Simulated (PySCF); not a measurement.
# A diatomic session: ZrF+

One job finds the state of ZrF+, follows it along the bond with each method and fits the curves.

Program: PySCF 2.14.0. Level of theory: Zr def2-TZVPPD with ECP28, F def2-TZVPPD, scalar-relativistic core potentials. These are calculated values, not measurements.

## (1) Input

The job is set up so:

```
atoms                         : Zr, F
charge                        : 1
basis                         : Zr def2-TZVPPD with ECP28, F def2-TZVPPD
Hamiltonian                   : scalar-relativistic core potentials
basis functions               : 96
electrons treated             : 20
masses in u                   : 89.9047, 18.9984
levels                        : PBE0, PBE, r²SCAN, r²SCAN0, PBEsol, BHandHLYP, M06-L, r²SCANh, LC-ωPBE, HF, MP2, SCS-MP2, CCSD, CCSD(T)
grid                          : 80 radial by 434 angular points
occupations                   : held fixed by the projection of orbital angular momentum
dissociation limit            : Zr+ + F, each in its ground configuration
starting distance in angstrom : 2.120
values of 2S to try           : 0, 2, 4, 6
```

On the command line:

```bash
$ OMP_NUM_THREADS=2 python dia.py task.json out
```

The job searches for the state first and then visits each distance with every level. Its results follow level by level.

## (2) Search for the lowest state

Unrestricted PBE0 solutions at 2.120 Å, counted from the lowest. The search isn't exhaustive.

```
2Ms+1  unpaired          term  E (eV)  ⟨S²⟩  ⟨Lz²⟩  μ (D)
    3  σ ↑, δ ↑            ³Δ    0.00  2.00   4.01  -6.72
    3      δ ↑↑           ³Σ⁻    0.15  2.00   0.00  -7.11
    3  π ↑, δ ↑  not assigned    0.21  2.00   4.70  -6.70
    1      δ ↑↓  not assigned    0.38  1.00   8.01  -7.11
    1  π ↓, δ ↑  not assigned    0.50  1.00   4.11  -6.56
    1  π ↑, δ ↓  not assigned    0.65  1.00   5.01  -6.62
    1  σ ↑, δ ↓  not assigned    0.67  1.00   4.00  -6.61
    3  σ ↑, π ↑            ³Π    0.94  2.00   1.14  -6.00
    1      none  not assigned    0.95  0.00   8.00  -7.06
    1      none           ¹Σ⁺    1.59  0.00   0.00  -6.42
```

10 of 14 solutions are listed, lowest first.

A term symbol stands only where ⟨S²⟩ and ⟨Lz²⟩ are near those of a pure state. A positive dipole points from Zr to F; in an ion it is taken about the centre of mass and does not tell which atom is negative.

The most promising solutions are followed along the bond (rough minima from three points):

```
2Ms+1  unpaired  R at minimum (Å)  energy at minimum (eV)
    3  σ ↑, δ ↑              1.82                    0.00
    3      δ ↑↑              1.84                    0.24
    1      δ ↑↓              1.83                    0.47
    3  π ↑, δ ↑              1.89                    0.61
    1  π ↓, δ ↑              1.88                    0.85
    1  π ↑, δ ↓              1.88                    1.03
```

The search made 16 SCF attempts at the starting distance; with the short scans it took 25 s of wall time (2 threads of AMD EPYC 9R45 (Zen 5), shared host).

## (3) First curve: PBE0

State followed: ³Δ (triplet), unpaired electrons σ ↑, δ ↑. The scan is laid around 1.821 Å.

Log of the SCF at 1.821 Å:

```text
******** <class 'pyscf.dft.uks_symm.SymAdaptedUKS'> ********
method = SymAdaptedUKS
initial guess = minao
damping factor = 0
level_shift factor = 0
DIIS = <class 'pyscf.scf.diis.CDIIS'>
diis_start_cycle = 1
diis_space = 10
diis_damp = 0
SCF conv_tol = 1e-09
SCF conv_tol_grad = None
SCF max_cycles = 60
direct_scf = False
max_memory 4900 MB (current use 922 MB)
number electrons alpha = 11  beta = 9
XC library pyscf.dft.libxc version 7.0.0
    S. Lehtola, C. Steigemann, M. J.T. Oliveira, and M. A.L. Marques.,  SoftwareX 7, 1–5 (2018)
XC functionals = PBE0
    C. Adamo and V. Barone.,  J. Chem. Phys. 110, 6158 (1999)
    M. Ernzerhof and G. E. Scuseria.,  J. Chem. Phys. 110, 5029 (1999)
small_rho_cutoff = 0
Overwritten attributes  get_jk get_occ get_hcore get_j get_k  of <class 'pyscf.dft.uks_symm.SymAdaptedUKS'>
<class 'pyscf.dft.uks_symm.SymAdaptedUKS'> does not have attributes  refdm
Set gradient conv threshold to 3.16228e-05
init E= -146.550784167615
cycle= 1 E= -146.552115060325  delta_E= -0.00133  |g|= 0.0019  |ddm|= 0.00429
cycle= 2 E= -146.552110571403  delta_E= 4.49e-06  |g|= 0.00421  |ddm|= 0.00338
cycle= 3 E= -146.552116668411  delta_E= -6.1e-06  |g|= 0.000295  |ddm|= 0.00212
cycle= 4 E= -146.552116707702  delta_E= -3.93e-08  |g|= 6.66e-05  |ddm|= 0.000405
cycle= 5 E= -146.552116711156  delta_E= -3.45e-09  |g|= 1.85e-05  |ddm|= 0.000218
cycle= 6 E= -146.552116711886  delta_E= -7.3e-10  |g|= 7.52e-06  |ddm|= 0.000133
Extra cycle  E= -146.552116711957  delta_E= -7.02e-11  |g|= 4.84e-06  |ddm|= 3.5e-05
converged SCF energy = -146.552116711957  <S^2> = 2.002629  2S+1 = 3.0017522
```

The curve and what changes along it:

```
 R (Å)  E (eV)  μ (D)  Mulliken charge of Zr (e)  Mayer bond order  ⟨S²⟩  HOMO (eV)  LUMO (eV)
1.5661  1.5974  -2.65                       1.13              1.52  2.00     -11.04      -8.60
1.6389  0.6997  -3.24                       1.16              1.48  2.00     -11.18      -8.74
1.7117  0.2110  -3.81                       1.19              1.42  2.00     -11.31      -8.88
1.7664  0.0420  -4.23                       1.22              1.38  2.00     -11.40      -8.98
1.8210  0.0000  -4.64                       1.25              1.32  2.00     -11.50      -9.06
1.8756  0.0541  -5.04                       1.27              1.27  2.00     -11.58      -9.15
1.9485  0.2351  -5.56                       1.31              1.20  2.00     -11.70      -9.24
2.0395  0.5762  -6.19                       1.35              1.12  2.00     -11.83      -9.35
2.1488  1.0793  -6.91                       1.40              1.04  2.00     -11.99      -9.46
2.2945  1.8081  -7.79                       1.45              0.96  2.01     -12.18      -9.58
```

The fit gives Re = 1.815 Å, ωe = 757 cm⁻¹, ωexe = 3.02 cm⁻¹, αe = 0.00177 cm⁻¹, Be = 0.3262 cm⁻¹, De = 6.10 eV, μ = -4.59 D.

Orbitals nearest the gap at 1.821 Å:

```
spin  orbital  ε (eV)  filled               made of
   β        π  -41.57     yes            Zr p 100 %
   β        σ  -37.31     yes   F s 76 %, Zr p 21 %
   α        σ  -18.86     yes   F p 82 %, Zr d 14 %
   β        σ  -18.79     yes   F p 84 %, Zr d 11 %
   β        π  -18.41     yes              F p 90 %
   β        π  -18.41     yes              F p 90 %
   α        π  -18.37     yes    F p 89 %, Zr d 9 %
   α        π  -18.37     yes    F p 89 %, Zr d 9 %
   α        δ  -12.50     yes            Zr d 100 %
   α        σ  -11.50     yes  Zr s 71 %, Zr d 26 %
   α        δ   -9.06      no            Zr d 100 %
   α        π   -8.49      no             Zr d 87 %
   β        δ   -8.13      no            Zr d 100 %
   β        σ   -8.05      no  Zr s 88 %, Zr d 12 %
```

## (4) Orbitals, density and potential

Orbitals, density, ELF and potential are computed afterwards from the orbital file.

Frontier orbitals at PBE0 (alpha spin), with the share of their density that lies nearest to each atom:

```
orbital  energy (eV)           lies on
 HOMO-1       -12.50          Zr1 98 %
   HOMO       -11.50  Zr1 92 %; F2 8 %
   LUMO        -9.06          Zr1 97 %
```

ELF in a plane through or near 2 of the atoms.

Ten even steps from ' ' (0.00) to '@' (0.98):
```
          --++**%%%%%%####++::                          
      ..--**%%@@@@@@@@@@%%**--                          
    ..::++%%@@@@@@@@@@@@@@**--                          
    ::--++##@@@@@@@@@@@@%%++::..                        
    ::--++##%%%%@@@@@@%%##==......                      
    ....::--==++##%%@@##**::..::::::::....              
            ..--**%%%%##++....==++**++==::::            
            ::--##%%@@%%##::::**##%%%%##++--..          
          ..++##%%##**%%%%==--##%%##%%%%**++::          
          --%%%%@@--  ==%%++==%%****++%%##**::          
          --%%%%@@--  ==%%++==%%****++%%##**::          
          ..++##%%####%%%%==--%%%%##%%%%**++::          
            ::--##%%@@%%##::::**##%%####++--..          
            ..::**%%%%##++....==++**++==::::            
    ....::--==++##%%@@##**::..::::::::....              
    ::--++##%%%%@@@@@@%%##==......                      
    ::--++##@@@@@@@@@@@@%%++::..                        
    ..::++%%@@@@@@@@@@@@@@**--                          
      ..--**%%@@@@@@@@@@%%**--                          
          --++**%%%%%%####++::                          
```
The map spans 7.0 Å across and 5.2 Å up, centred on the molecule. Atoms in the plane (x, y in Å): Zr1 (-0.9, 0.0), F2 (0.9, 0.0).

log10 of the density (e/Å³) in the same plane.

Ten even steps from ' ' (-4.0) to '@' (3.0):
```
        ......::::::::::::::......                      
    ......::::::::::::::::::::::......                  
  ......::::::--------------::::::::......              
  ....::::::--------==------------::::::......          
  ....::::------==========------------::::::..          
....::::::----==============----====------::::..        
....::::::--====++++++++++==============----::....      
....::::::--==++++******++++++++++++++++====--::....    
....::::--==++++**********++++********++====--::....    
....::::--==++++****==******++**##@@##**++==--::....    
....::::--==++++****==******++**##@@##**++==--::....    
....::::--==++++**********++++********++====--::....    
....::::::--==++++******++++++++++++++++====--::....    
....::::::--====++++++++++==============----::....      
....::::::----==============----====------::::..        
  ....::::------==========----------::::::::..          
  ....::::::--------==------------::::::......          
  ......::::::--------------::::::::......              
    ......::::::::::::::::::::::......                  
        ......::::::::::::::......                      
```
The map spans 7.0 Å across and 5.2 Å up, centred on the molecule. Atoms in the plane (x, y in Å): Zr1 (-0.9, 0.0), F2 (0.9, 0.0).

On the surface of density 0.002 e/bohr³ the electrostatic potential runs, from the 1st to the 99th percentile, from 3.37 V near F2 to 12.75 V near Zr1.

The spin density lies nearest to Zr1 94 %; F2 6 %.

Core electrons inside the core potentials are missing from the density.

## (5) Other states along the same grid

State 2: ³Σ⁻ (triplet), unpaired electrons δ ↑↑, an excited solution.

The SCF at the reference distance, 1.821 Å, printed:

```text
[... 13 set-up lines left out, the same as in an earlier log ...]
max_memory 4900 MB (current use 967 MB)
[... 8 set-up lines left out, the same as in an earlier log ...]
init E= -146.541969395855
cycle= 1 E= -146.543269798058  delta_E= -0.0013  |g|= 0.00161  |ddm|= 0.00294
cycle= 2 E= -146.543267085737  delta_E= 2.71e-06  |g|= 0.00337  |ddm|= 0.00255
cycle= 3 E= -146.543270977881  delta_E= -3.89e-06  |g|= 0.000272  |ddm|= 0.00142
cycle= 4 E= -146.543271007125  delta_E= -2.92e-08  |g|= 6.01e-05  |ddm|= 0.000189
cycle= 5 E= -146.543271008402  delta_E= -1.28e-09  |g|= 8.51e-06  |ddm|= 3.87e-05
cycle= 6 E= -146.543271008436  delta_E= -3.42e-11  |g|= 2.27e-06  |ddm|= 9.33e-06
Extra cycle  E= -146.543271008434  delta_E= 1.73e-12  |g|= 3.42e-06  |ddm|= 2.89e-06
converged SCF energy = -146.543271008434  <S^2> = 2.0033951  2S+1 = 3.0022626
```

Re = 1.830 Å, ωe = 740 cm⁻¹, ωexe = 2.68 cm⁻¹, αe = 0.00166 cm⁻¹, Be = 0.3208 cm⁻¹, μ = -5.38 D. Its minimum lies 0.24 eV above that of the lowest state.

State 3: Ms = 0 determinant of mixed spin (⟨S²⟩ = 1.00), unpaired electrons δ ↑↓, an excited solution.

Log of the SCF at 1.821 Å:

```text
[... 14 set-up lines left out, the same as in an earlier log ...]
number electrons alpha = 10  beta = 10
[... 7 set-up lines left out, the same as in an earlier log ...]
init E= -146.533563344339
cycle= 1 E= -146.534871167939  delta_E= -0.00131  |g|= 0.00162  |ddm|= 0.00294
cycle= 2 E= -146.534868431617  delta_E= 2.74e-06  |g|= 0.00338  |ddm|= 0.00256
cycle= 3 E= -146.534872354096  delta_E= -3.92e-06  |g|= 0.000274  |ddm|= 0.00142
cycle= 4 E= -146.534872383652  delta_E= -2.96e-08  |g|= 6.06e-05  |ddm|= 0.000189
cycle= 5 E= -146.534872384944  delta_E= -1.29e-09  |g|= 8.4e-06  |ddm|= 3.82e-05
cycle= 6 E= -146.534872384977  delta_E= -3.28e-11  |g|= 2.22e-06  |ddm|= 9.24e-06
Extra cycle  E= -146.534872384976  delta_E= 1.59e-12  |g|= 3.34e-06  |ddm|= 2.86e-06
converged SCF energy = -146.534872384976  <S^2> = 1.0017767  2S+1 = 2.2376565
```

Re = 1.829 Å, ωe = 741 cm⁻¹; the determinant mixes terms (⟨S²⟩ = 1.00, ⟨Lz²⟩ = 8.01), so these belong to no real state. Its minimum lies 0.47 eV above that of the lowest state.

State 4: triplet, unpaired electrons π ↑, δ ↑, an excited solution.

Output of the SCF at 1.821 Å:

```text
[... 22 set-up lines left out, the same as in an earlier log ...]
init E= -146.526501127747
cycle= 1 E= -146.527386189939  delta_E= -0.000885  |g|= 0.00132  |ddm|= 0.00316
cycle= 2 E= -146.527384749859  delta_E= 1.44e-06  |g|= 0.00258  |ddm|= 0.0023
cycle= 3 E= -146.527387063042  delta_E= -2.31e-06  |g|= 0.000246  |ddm|= 0.00116
cycle= 4 E= -146.527387087966  delta_E= -2.49e-08  |g|= 4.9e-05  |ddm|= 0.000247
cycle= 5 E= -146.527387092038  delta_E= -4.07e-09  |g|= 1.67e-05  |ddm|= 0.000206
cycle= 6 E= -146.527387094514  delta_E= -2.48e-09  |g|= 1.43e-05  |ddm|= 0.000184
cycle= 7 E= -146.527387096732  delta_E= -2.22e-09  |g|= 1.11e-05  |ddm|= 0.0002
cycle= 8 E= -146.527387099836  delta_E= -3.1e-09  |g|= 5.17e-06  |ddm|= 0.000448
cycle= 9 E= -146.527387100436  delta_E= -6e-10  |g|= 1.16e-06  |ddm|= 0.000276
Extra cycle  E= -146.527387100436  delta_E= -9.09e-13  |g|= 1.85e-06  |ddm|= 2.95e-06
converged SCF energy = -146.527387100436  <S^2> = 2.0025458  2S+1 = 3.0016967
```

Re = 1.883 Å, ωe = 691 cm⁻¹; the determinant mixes terms (⟨S²⟩ = 2.00, ⟨Lz²⟩ = 4.63), so these belong to no real state. Its minimum lies 0.61 eV above that of the lowest state.

Energy (eV) from the lowest point of the lowest state:

```
R (Å)  lowest  state 2  state 3  state 4
1.566   1.597    1.974    2.194    2.993
1.639   0.700    1.039    1.262    1.855
1.712   0.211    0.510    0.736    1.153
1.766   0.042    0.311    0.538    0.842
1.821   0.000    0.241    0.469    0.673
1.876   0.054    0.269    0.499    0.615
1.948   0.235    0.422    0.654    0.666
2.039   0.576    0.737    0.971    0.877
2.149   1.079    1.224    1.460    1.262
2.295   1.808    1.953    2.192    1.886
```

## (6) PBE

Output of the SCF at 1.821 Å:

```text
[... 13 set-up lines left out, the same as in an earlier log ...]
max_memory 4900 MB (current use 968 MB)
[... 3 set-up lines left out, the same as in an earlier log ...]
XC functionals = PBE
    J. P. Perdew, K. Burke, and M. Ernzerhof.,  Phys. Rev. Lett. 77, 3865 (1996)
    J. P. Perdew, K. Burke, and M. Ernzerhof.,  Phys. Rev. Lett. 78, 1396 (1997)
    J. P. Perdew, K. Burke, and M. Ernzerhof.,  Phys. Rev. Lett. 77, 3865 (1996)
    J. P. Perdew, K. Burke, and M. Ernzerhof.,  Phys. Rev. Lett. 78, 1396 (1997)
[... 2 set-up lines left out, the same as in an earlier log ...]
init E= -146.573800758135
cycle= 1 E= -146.569680251173  delta_E= 0.00412  |g|= 0.129  |ddm|= 0.142
cycle= 2 E= -146.52440446316  delta_E= 0.0453  |g|= 0.385  |ddm|= 0.273
cycle= 3 E= -146.576049132414  delta_E= -0.0516  |g|= 0.0258  |ddm|= 0.181
cycle= 4 E= -146.576373798343  delta_E= -0.000325  |g|= 0.00341  |ddm|= 0.0243
cycle= 5 E= -146.576379382689  delta_E= -5.58e-06  |g|= 0.00113  |ddm|= 0.0041
cycle= 6 E= -146.576379871694  delta_E= -4.89e-07  |g|= 8.1e-05  |ddm|= 0.00071
cycle= 7 E= -146.576379874223  delta_E= -2.53e-09  |g|= 1.34e-05  |ddm|= 9.81e-05
cycle= 8 E= -146.576379874294  delta_E= -7.11e-11  |g|= 1.85e-06  |ddm|= 1.37e-05
Extra cycle  E= -146.576379874295  delta_E= -1.08e-12  |g|= 8.17e-07  |ddm|= 2.58e-06
converged SCF energy = -146.576379874295  <S^2> = 2.0024223  2S+1 = 3.0016145
```

Re = 1.825 Å, ωe = 741 cm⁻¹, ωexe = 3.01 cm⁻¹, αe = 0.00179 cm⁻¹, Be = 0.3227 cm⁻¹, De = 6.63 eV, μ = -4.19 D.

## (7) r²SCAN

The SCF at the reference distance, 1.821 Å, printed:

```text
[... 17 set-up lines left out, the same as in an earlier log ...]
XC functionals = R2SCAN
    J. W. Furness, A. D. Kaplan, J. Ning, J. P. Perdew, and J. Sun.,  J. Phys. Chem. Lett. 11, 8208-8215 (2020)
    J. W. Furness, A. D. Kaplan, J. Ning, J. P. Perdew, and J. Sun.,  J. Phys. Chem. Lett. 11, 9248-9248 (2020)
    J. W. Furness, A. D. Kaplan, J. Ning, J. P. Perdew, and J. Sun.,  J. Phys. Chem. Lett. 11, 8208-8215 (2020)
    J. W. Furness, A. D. Kaplan, J. Ning, J. P. Perdew, and J. Sun.,  J. Phys. Chem. Lett. 11, 9248-9248 (2020)
[... 2 set-up lines left out, the same as in an earlier log ...]
init E= -146.642859622484
cycle= 1 E= -146.643506039363  delta_E= -0.000646  |g|= 0.0218  |ddm|= 0.131
cycle= 2 E= -146.642232116169  delta_E= 0.00127  |g|= 0.0638  |ddm|= 0.0521
cycle= 3 E= -146.643733995048  delta_E= -0.0015  |g|= 0.00531  |ddm|= 0.0302
cycle= 4 E= -146.6437496906  delta_E= -1.57e-05  |g|= 0.000642  |ddm|= 0.00646
cycle= 5 E= -146.64374984665  delta_E= -1.56e-07  |g|= 0.000181  |ddm|= 0.000812
cycle= 6 E= -146.643749861744  delta_E= -1.51e-08  |g|= 5.13e-05  |ddm|= 0.000249
cycle= 7 E= -146.643749862968  delta_E= -1.22e-09  |g|= 9.75e-06  |ddm|= 4.74e-05
cycle= 8 E= -146.643749863061  delta_E= -9.35e-11  |g|= 1.15e-06  |ddm|= 2.91e-05
Extra cycle  E= -146.643749863063  delta_E= -1.34e-12  |g|= 7.32e-07  |ddm|= 2.89e-06
converged SCF energy = -146.643749863063  <S^2> = 2.0040072  2S+1 = 3.0026703
```

Re = 1.821 Å, ωe = 754 cm⁻¹, ωexe = 2.97 cm⁻¹, αe = 0.00175 cm⁻¹, Be = 0.3240 cm⁻¹, De = 6.32 eV, μ = -4.47 D. 9.3 s of CPU time for 12 points, integrals apart.

## (8) r²SCAN0 (hybrid meta-GGA)

The SCF at the reference distance, 1.821 Å, printed:

```text
[... 17 set-up lines left out, the same as in an earlier log ...]
XC functionals = HYB_MGGA_XC_R2SCAN0
    M. Bursch, H. Neugebauer, S. Ehlert, and S. Grimme.,  J. Chem. Phys. 156, 134105 (2022)
[... 2 set-up lines left out, the same as in an earlier log ...]
init E= -146.593166722195
cycle= 1 E= -146.593354842652  delta_E= -0.000188  |g|= 0.0357  |ddm|= 0.0941
cycle= 2 E= -146.591997725993  delta_E= 0.00136  |g|= 0.074  |ddm|= 0.0569
cycle= 3 E= -146.593807619824  delta_E= -0.00181  |g|= 0.00123  |ddm|= 0.0348
cycle= 4 E= -146.593808481682  delta_E= -8.62e-07  |g|= 0.0003  |ddm|= 0.00198
cycle= 5 E= -146.593808595087  delta_E= -1.13e-07  |g|= 0.000109  |ddm|= 0.00102
cycle= 6 E= -146.593808620301  delta_E= -2.52e-08  |g|= 4.08e-05  |ddm|= 0.000659
cycle= 7 E= -146.593808623233  delta_E= -2.93e-09  |g|= 1.63e-05  |ddm|= 0.000257
cycle= 8 E= -146.593808623528  delta_E= -2.94e-10  |g|= 2.07e-06  |ddm|= 8.09e-05
Extra cycle  E= -146.593808623539  delta_E= -1.12e-11  |g|= 1.53e-06  |ddm|= 1.2e-05
converged SCF energy = -146.593808623539  <S^2> = 2.0036813  2S+1 = 3.0024532
```

Re = 1.815 Å, ωe = 762 cm⁻¹, ωexe = 3.00 cm⁻¹, αe = 0.00176 cm⁻¹, Be = 0.3264 cm⁻¹, De = 5.87 eV, μ = -4.77 D.

## (9) PBEsol (GGA)

Output of the SCF at 1.821 Å:

```text
[... 17 set-up lines left out, the same as in an earlier log ...]
XC functionals = PBEsol
    J. P. Perdew, A. Ruzsinszky, G. I. Csonka, O. A. Vydrov, G. E. Scuseria, L. A. Constantin, X. Zhou, and K. Burke.,  Phys. Rev. Lett. 100, 136406 (2008)
    J. P. Perdew, A. Ruzsinszky, G. I. Csonka, O. A. Vydrov, G. E. Scuseria, L. A. Constantin, X. Zhou, and K. Burke.,  Phys. Rev. Lett. 100, 136406 (2008)
[... 2 set-up lines left out, the same as in an earlier log ...]
init E= -146.190163000118
cycle= 1 E= -146.18333926752  delta_E= 0.00682  |g|= 0.166  |ddm|= 0.162
cycle= 2 E= -146.117616196783  delta_E= 0.0657  |g|= 0.47  |ddm|= 0.317
cycle= 3 E= -146.193216524713  delta_E= -0.0756  |g|= 0.0235  |ddm|= 0.22
cycle= 4 E= -146.193464124579  delta_E= -0.000248  |g|= 0.00642  |ddm|= 0.0214
cycle= 5 E= -146.193481491993  delta_E= -1.74e-05  |g|= 0.00152  |ddm|= 0.00456
cycle= 6 E= -146.193482301698  delta_E= -8.1e-07  |g|= 0.000136  |ddm|= 0.000844
cycle= 7 E= -146.193482308917  delta_E= -7.22e-09  |g|= 1.15e-05  |ddm|= 8.81e-05
cycle= 8 E= -146.193482308959  delta_E= -4.23e-11  |g|= 3.23e-06  |ddm|= 1.12e-05
Extra cycle  E= -146.193482308956  delta_E= 2.96e-12  |g|= 4.51e-06  |ddm|= 7.9e-06
converged SCF energy = -146.193482308956  <S^2> = 2.0028618  2S+1 = 3.0019073
```

Re = 1.811 Å, ωe = 762 cm⁻¹, ωexe = 3.03 cm⁻¹, αe = 0.00178 cm⁻¹, Be = 0.3276 cm⁻¹, De = 7.00 eV, μ = -4.09 D. 5.1 s of CPU time for 12 points, integrals apart.

## (10) BHandHLYP (global hybrid GGA)

Output of the SCF at 1.821 Å:

```text
[... 17 set-up lines left out, the same as in an earlier log ...]
XC functionals = BHANDHLYP
    A. D. Becke.,  J. Chem. Phys. 98, 1372 (1993)
    Defined through Gaussian implementation.
[... 2 set-up lines left out, the same as in an earlier log ...]
init E= -146.538698773626
cycle= 1 E= -146.539696369034  delta_E= -0.000998  |g|= 0.06  |ddm|= 0.0837
cycle= 2 E= -146.538096135923  delta_E= 0.0016  |g|= 0.0949  |ddm|= 0.0846
cycle= 3 E= -146.540909627423  delta_E= -0.00281  |g|= 0.00203  |ddm|= 0.0444
cycle= 4 E= -146.540913531593  delta_E= -3.9e-06  |g|= 0.000931  |ddm|= 0.00433
cycle= 5 E= -146.540914471057  delta_E= -9.39e-07  |g|= 0.000279  |ddm|= 0.00199
cycle= 6 E= -146.540914629164  delta_E= -1.58e-07  |g|= 0.000145  |ddm|= 0.00103
cycle= 7 E= -146.540914668306  delta_E= -3.91e-08  |g|= 3.77e-05  |ddm|= 0.000608
cycle= 8 E= -146.540914672573  delta_E= -4.27e-09  |g|= 1.22e-05  |ddm|= 0.000287
cycle= 9 E= -146.540914673258  delta_E= -6.85e-10  |g|= 4.64e-06  |ddm|= 0.000128
Extra cycle  E= -146.540914673346  delta_E= -8.87e-11  |g|= 2.7e-06  |ddm|= 3.11e-05
converged SCF energy = -146.540914673346  <S^2> = 2.0019724  2S+1 = 3.0013146
```

Re = 1.822 Å, ωe = 753 cm⁻¹, ωexe = 3.09 cm⁻¹, αe = 0.00177 cm⁻¹, Be = 0.3239 cm⁻¹, De = 5.60 eV, μ = -5.03 D.

## (11) M06-L (meta-GGA)

Output of the SCF at 1.821 Å:

```text
[... 13 set-up lines left out, the same as in an earlier log ...]
max_memory 4900 MB (current use 969 MB)
[... 3 set-up lines left out, the same as in an earlier log ...]
XC functionals = M06L
    Y. Zhao and D. G. Truhlar.,  J. Chem. Phys. 125, 194101 (2006)
    Y. Zhao and D. G. Truhlar.,  J. Chem. Phys. 125, 194101 (2006)
    Y. Zhao and D. G. Truhlar.,  Theor. Chem. Acc. 120, 215 (2008)
[... 2 set-up lines left out, the same as in an earlier log ...]
init E= -146.638482727815
cycle= 1 E= -146.642571814494  delta_E= -0.00409  |g|= 0.0255  |ddm|= 0.382
cycle= 2 E= -146.642534845983  delta_E= 3.7e-05  |g|= 0.0339  |ddm|= 0.103
cycle= 3 E= -146.64294641237  delta_E= -0.000412  |g|= 0.02  |ddm|= 0.0385
cycle= 4 E= -146.643087327401  delta_E= -0.000141  |g|= 0.00317  |ddm|= 0.0191
cycle= 5 E= -146.643099793215  delta_E= -1.25e-05  |g|= 0.000936  |ddm|= 0.0215
cycle= 6 E= -146.643100679566  delta_E= -8.86e-07  |g|= 0.000442  |ddm|= 0.00481
cycle= 7 E= -146.643100793406  delta_E= -1.14e-07  |g|= 6.08e-05  |ddm|= 0.00139
cycle= 8 E= -146.643100796523  delta_E= -3.12e-09  |g|= 9.73e-06  |ddm|= 0.000367
cycle= 9 E= -146.643100796601  delta_E= -7.84e-11  |g|= 1.08e-06  |ddm|= 5.01e-05
Extra cycle  E= -146.643100796601  delta_E= -1.71e-13  |g|= 1.13e-06  |ddm|= 1.26e-05
converged SCF energy = -146.643100796601  <S^2> = 2.0016486  2S+1 = 3.0010989
```

Re = 1.838 Å, ωe = 719 cm⁻¹, ωexe = 2.76 cm⁻¹, αe = 0.00171 cm⁻¹, Be = 0.3181 cm⁻¹, De = 6.43 eV, μ = -5.00 D. 9.8 s of CPU time for 12 points, integrals apart.

(Part 1 of 2 ends here.)
